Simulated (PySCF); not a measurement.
# CH6AsB: the cost of one run

Programs: PySCF 2.14.0, with routines of our own; each step states its level. All values are computed. Atoms count from 0.

## 1. The system as given

9 atoms, charge 0, multiplicity 1; geometry from: GFN2-xTB.

## 2. Magnetic properties: GIAO BHandHLYP/pcSseg-1

Job settings and geometry (Å):

```
{"job": {"kind": "mag", "xc": "BHandHLYP", "basis": "pcSseg-1", "isotopologues": 4}, "charge": 0, "multiplicity": 1}
B      1.644635     0.317589    -0.176751
As     0.190854     0.040233     1.132551
C     -1.254571    -0.546103    -0.100075
H      2.437202     1.168376    -0.037910
H      1.810601    -0.441323    -1.054915
H     -0.231792     1.482606     1.205380
H     -1.309395     0.082025    -0.987181
H     -2.219314    -0.526528     0.405590
H     -1.054658    -1.570880    -0.411867
```

Level: GIAO BHandHLYP/pcSseg-1 magnetisability, rotational g tensor and spin-rotation constants, non-relativistic, gas phase.

Launch:

```console
$ OMP_NUM_THREADS=1 python excited_run.py task.json out
```

One launch serves the whole session: the jobs run in the order shown.

**Question.** How long does this job take on 1 thread of Arm Neoverse V1, shared host, and how much memory does it need?

About 6.5 s, with a peak of 0.54 GiB.
